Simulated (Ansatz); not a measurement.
# CH5BClFOSi: single point in a Gaussian basis in Python

The task is a single point in a Gaussian basis, for CH5BClFOSi. SMILES: OB([SiH3])C(F)Cl.

Program: Ansatz 0.2.0 through its Python package. Level of theory: MP2/6-31G. These are calculated values, not measurements.

**1. The system**

Bond lengths: O1–B2 1.482 Å, B2–Si3 1.925 Å, B2–C4 1.523 Å, C4–F5 1.441 Å, C4–Cl6 1.802 Å, O1–H7 0.959 Å, Si3–H8 1.420 Å, Si3–H9 1.520 Å, Si3–H10 1.502 Å, C4–H11 1.096 Å. Angles (14 of 16 angles, heavy atoms first): O1–B2–Si3 117.6°, O1–B2–C4 121.4°, Si3–B2–C4 121.0°, B2–C4–F5 110.1°, B2–C4–Cl6 112.9°, F5–C4–Cl6 107.2°, B2–O1–H7 105.6°, B2–Si3–H8 111.4°, B2–Si3–H9 110.8°, B2–Si3–H10 110.0°, B2–C4–H11 114.7°, F5–C4–H11 104.4°, Cl6–C4–H11 106.9°, H8–Si3–H9 110.3°.

The script holds or builds the structure itself.

**2. The script**

The input, energy.py:

```python
"""Single point of CH5BClFOSi in a Gaussian basis."""

import sys
import warnings

import ansatz as az
from ase import Atoms
import numpy as np

params = {
    "basis": "6-31G",
    "method": "MP2",
}

warnings.simplefilter("ignore", az.DeckWarning)

atoms = Atoms(["O", "B", "Si", "C", "F", "Cl", "H", "H", "H", "H", "H"], positions=[
    (1.2737, 0.3382, -1.4877),
    (0.2518, 0.1824, -0.4261),
    (0.772, -0.7285, 1.1874),
    (-1.1675, 0.7047, -0.6092),
    (-2.113, -0.3742, -0.4772),
    (-1.6158, 1.9594, 0.6041),
    (1.1695, -0.4241, -2.0605),
    (0.0265, -1.9226, 1.3713),
    (0.6179, 0.1807, 2.3952),
    (2.2253, -1.1025, 1.1211),
    (-1.3751, 1.1294, -1.5978),
])
ch5bclfosi = az.Crystal.molecule_from_ase(atoms)

base = (
    ch5bclfosi.calculation()
    .basis(gaussian=params["basis"])  # the orbital basis, by name
    .correlation(params["method"], electrons="valence")  # correlation on top of the mean field
    .forces()  # eV per angstrom
)
try:
    rep = base.run(threads=1).report
except az.AnsatzError as error:
    sys.exit(f"{type(error).__name__}: {error}")

print(f"E = {rep['free_energy_ev']:.6f} eV = {rep['free_energy_ev'] / 27.211386246:.7f} Ha")
print("converged:", rep["converged"], " doubts:", rep["published_state_doubts"] or "none")

print("correlation energy", round(rep["free_energy_ev"] - rep["reference_energy_ev"], 5), "eV")
cluster = rep["correlation"].get("coupled_cluster")
if cluster:
    print("cycles", cluster["cycles"], " T1 diagnostic", round(cluster["t1_diagnostic"], 4), " largest double", round(cluster["largest_double"], 4))

state = rep["mean_field"]["state"]
print(f"mean field: {state['energy']['hartree']:.7f} Ha, <S^2> = {abs(state['spin_squared']):.4f}, stability: {state.get('stability', {}).get('kind')}")

symbols = [site.symbol for site in ch5bclfosi.cartesian_sites]
print("forces (eV/A)")
for symbol, f in zip(symbols, rep["forces_ev_ang"]):
    print(f"  {symbol:2s} {f[0]:9.4f} {f[1]:9.4f} {f[2]:9.4f}")

charges = rep["charge_distribution"]
dipole = np.array(charges["dipole_moment_e_ang"]) * 4.803205
print("dipole (D): {:.3f} {:.3f} {:.3f}, length {:.3f}".format(*dipole, np.linalg.norm(dipole)))
print("atom  Mulliken   Lowdin")
for symbol, m, l in zip(symbols, charges["mulliken_charges_e"], charges["lowdin_charges_e"]):
    print(f"{symbol:4s} {m:9.3f} {l:8.3f}")
```

**3. Running it**

Launch:

```bash
> python energy.py
```

Without the output at hand: what should come out? Wanted: total energy; largest force; dipole moment.

The runs gave:

| quantity | value |
| --- | --- |
| total energy | -26897.6238 eV |
| largest force | 2.922 eV/Å |
| dipole moment | 2.35 D |

In words: Forces reach 2.92 eV/Å, so the atoms aren't at rest. The geometry is a force-field or estimated start, not a minimum of this method, and the basis set is short of its limit. The Löwdin charges here are taken after orthogonalising the functions within each atom; they differ from plain Löwdin charges, and their signs can be unphysical. Inner cores stay frozen, so this is valence correlation.
